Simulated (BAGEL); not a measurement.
# HF/3-21G (density fitting with qzvpp-jkfit) run of GaAsH4 (SMILES [GaH2][AsH2])

Aim: the vertical ionisation energy of GaAsH4 at HF/3-21G (density fitting with qzvpp-jkfit), from 2 runs. 

The results are computed with BAGEL 1.2.2.

6 further runs of the same task are left out: 3 that didn't finish, 3 set aside as unsound or not needed.

### Step 1. Starting point

GaAsH4: 6 atoms, total charge 0, spin state singlet. SMILES: `[GaH2][AsH2]`. The shape comes from GFN2-xTB, which is rough for such elements, and wasn't checked as a minimum.

Bond lengths: Ga1–As2 2.424 Å, Ga1–H3 1.610 Å, Ga1–H4 1.609 Å, As2–H5 1.509 Å, As2–H6 1.513 Å. Angles: Ga1–As2–H5 86.7°, Ga1–As2–H6 86.8°, As2–Ga1–H3 124.5°, As2–Ga1–H4 128.6°, H5–As2–H6 89.0°, H3–Ga1–H4 106.9°.

### Step 2. The energy at HF/3-21G (density fitting with qzvpp-jkfit)

calc.json

```json
{ "bagel" : [

{
  "title" : "molecule",
  "basis" : "3-21g",
  "df_basis" : "qzvpp-jkfit",
  "angstrom" : true,
  "geometry" : [
    { "atom" : "Ga", "xyz" : [   -0.464760,   -0.770390,   -0.271560 ] },
    { "atom" : "As", "xyz" : [    0.369240,    1.500550,   -0.427600 ] },
    { "atom" : "H", "xyz" : [    0.116920,   -1.888760,    0.729810 ] },
    { "atom" : "H", "xyz" : [   -1.665560,   -1.457060,   -1.093730 ] },
    { "atom" : "H", "xyz" : [    1.693460,    0.952870,    0.046150 ] },
    { "atom" : "H", "xyz" : [   -0.049290,    1.662800,    1.016930 ] }
  ]
},
{ "title" : "hf" },
{ "title" : "print", "file" : "orbitals.molden", "orbitals" : true }

]}
```

Started as:

```
$ BAGEL_NUM_THREADS=1 BAGEL calc.json > calc.out
```

Output:

```text
* using 1 threads per process

  ===============================================================
  ===============================================================

  *** Geometry ***

  { "atom" : "Ga", "xyz" : [     -0.878269,     -1.455826,     -0.513174 ] },
  { "atom" : "As", "xyz" : [      0.697762,      2.835629,     -0.808047 ] },
  { "atom" : "H", "xyz" : [      0.220947,     -3.569239,      1.379141 ] },
  { "atom" : "H", "xyz" : [     -3.147452,     -2.753444,     -2.066850 ] },
  { "atom" : "H", "xyz" : [      3.200176,      1.800663,      0.087211 ] },
  { "atom" : "H", "xyz" : [     -0.093145,      3.142237,      1.921719 ] },

  Number of auxiliary basis functions:      604

  Since a DF basis is specified, we compute 2- and 3-index integrals:
    o Being stored without compression. Storage requirement is 0.013 GB

  Number of basis functions:       52
  Number of electrons      :       68

    * METHOD: MOLECULE                             0.24

  *** RHF ***

  === Nuclear Repulsion ===
   289.2561489135

      * DIIS with orbital gradients will be used.

  === RHF iteration (3-21g) ===
      0      -4139.50334061          0.00618559           0.06
      1      -4139.52896054          0.00151979           0.06
      2      -4139.53103299          0.00029393           0.06
      3      -4139.53112848          0.00007690           0.06
      4      -4139.53113607          0.00002127           0.06
      5      -4139.53113671          0.00000328           0.06
      6      -4139.53113672          0.00000051           0.06
      7      -4139.53113672          0.00000017           0.06
      8      -4139.53113672          0.00000004           0.06
      9      -4139.53113672          0.00000001           0.06
    * SCF iteration converged.

    * Permanent dipole moment:
           (   -0.036631,     0.049014,    -0.098180) a.u.

    * METHOD: HF                                   0.75

    * METHOD: PRINT                                0.01

  ===============================================================
```

Wall time 1.1 s (1 thread of Arm Neoverse V2, shared host); peak memory 0.11 GiB.

### Step 3. The doublet cation at the same level

job.json

```json
{ "bagel": [

{
  "title": "molecule",
  "basis": "3-21g",
  "df_basis": "qzvpp-jkfit",
  "angstrom": true,
  "geometry": [
    { "atom": "Ga", "xyz": [      -0.464760,      -0.770390,      -0.271560 ] },
    { "atom": "As", "xyz": [       0.369240,       1.500550,      -0.427600 ] },
    { "atom": "H", "xyz": [       0.116920,      -1.888760,       0.729810 ] },
    { "atom": "H", "xyz": [      -1.665560,      -1.457060,      -1.093730 ] },
    { "atom": "H", "xyz": [       1.693460,       0.952870,       0.046150 ] },
    { "atom": "H", "xyz": [      -0.049290,       1.662800,       1.016930 ] }
  ]
},

{ "title": "uhf", "charge": 1, "nopen": 1 },

{ "title": "print", "file": "orbitals.molden", "orbitals": true }

]}
```

Started as:

```
$ BAGEL_NUM_THREADS=1 BAGEL job.json > job.out
```

Output:

```text
* using 1 threads per process

  ===============================================================
  ===============================================================

  *** Geometry ***

  { "atom" : "Ga", "xyz" : [     -0.878269,     -1.455826,     -0.513174 ] },
  { "atom" : "As", "xyz" : [      0.697762,      2.835629,     -0.808047 ] },
  { "atom" : "H", "xyz" : [      0.220947,     -3.569239,      1.379141 ] },
  { "atom" : "H", "xyz" : [     -3.147452,     -2.753444,     -2.066850 ] },
  { "atom" : "H", "xyz" : [      3.200176,      1.800663,      0.087211 ] },
  { "atom" : "H", "xyz" : [     -0.093145,      3.142237,      1.921719 ] },

  Number of auxiliary basis functions:      604

  Since a DF basis is specified, we compute 2- and 3-index integrals:
    o Being stored without compression. Storage requirement is 0.013 GB

  Number of basis functions:       52
  Number of electrons      :       68

    * METHOD: MOLECULE                             0.24

  *** Open-shell HF ***

  === Nuclear Repulsion ===
   289.2561489135

      * DIIS with orbital gradients will be used.

  === UHF iteration (3-21g) ===
      0      -4139.14612193          0.01688422           0.12
      1      -4139.20601401          0.00472259           0.11
      2      -4139.21091813          0.00162201           0.11
      3      -4139.21204280          0.00088161           0.11
      4      -4139.21256296          0.00050304           0.11
      5      -4139.21289716          0.00027361           0.11
      6      -4139.21303655          0.00006445           0.11
      7      -4139.21304128          0.00002086           0.11
      8      -4139.21304243          0.00000919           0.11
      9      -4139.21304295          0.00000608           0.11
     10      -4139.21304328          0.00000317           0.11
     11      -4139.21304332          0.00000206           0.11
     12      -4139.21304333          0.00000143           0.11
     13      -4139.21304335          0.00000070           0.11
     14      -4139.21304335          0.00000032           0.11
     15      -4139.21304335          0.00000011           0.11
     16      -4139.21304335          0.00000006           0.11
     17      -4139.21304335          0.00000003           0.11
     18      -4139.21304335          0.00000002           0.11
     19      -4139.21304335          0.00000002           0.11
     20      -4139.21304335          0.00000001           0.11
     21      -4139.21304335          0.00000001           0.11
    * SCF iteration converged.

    * S^2 (UHF) is 0.7777

    * Permanent dipole moment:
           (   -0.393236,    -0.658853,    -0.147241) a.u.

    * METHOD: UHF                                  2.68

    * METHOD: PRINT                                0.01

  ===============================================================
```

Wall time 3.3 s (1 thread of Arm Neoverse V2, shared host); peak memory 0.11 GiB.

### Step 4. Results

Level: HF/3-21G (density fitting with qzvpp-jkfit).

| quantity | value |
| --- | --- |
| singlet GaAsH4: total energy | -4139.53114 Eh |
| singlet GaAsH4: dipole moment | 0.29 D |
| singlet GaAsH4: HOMO energy | -9.53 eV |
| singlet GaAsH4: LUMO energy | 0.76 eV |
| singlet GaAsH4: HOMO–LUMO gap | 10.29 eV |
| doublet cation: total energy | -4139.21304 Eh |
| doublet cation: ⟨S²⟩ | 0.778 |
| vertical ionisation energy (to the doublet cation) | 8.656 eV |

**Reading.** The vertical ionisation energy comes to 8.66 eV (835 kJ/mol). The negative HOMO energy of the first species, 9.53 eV, lies 0.87 eV above that difference.
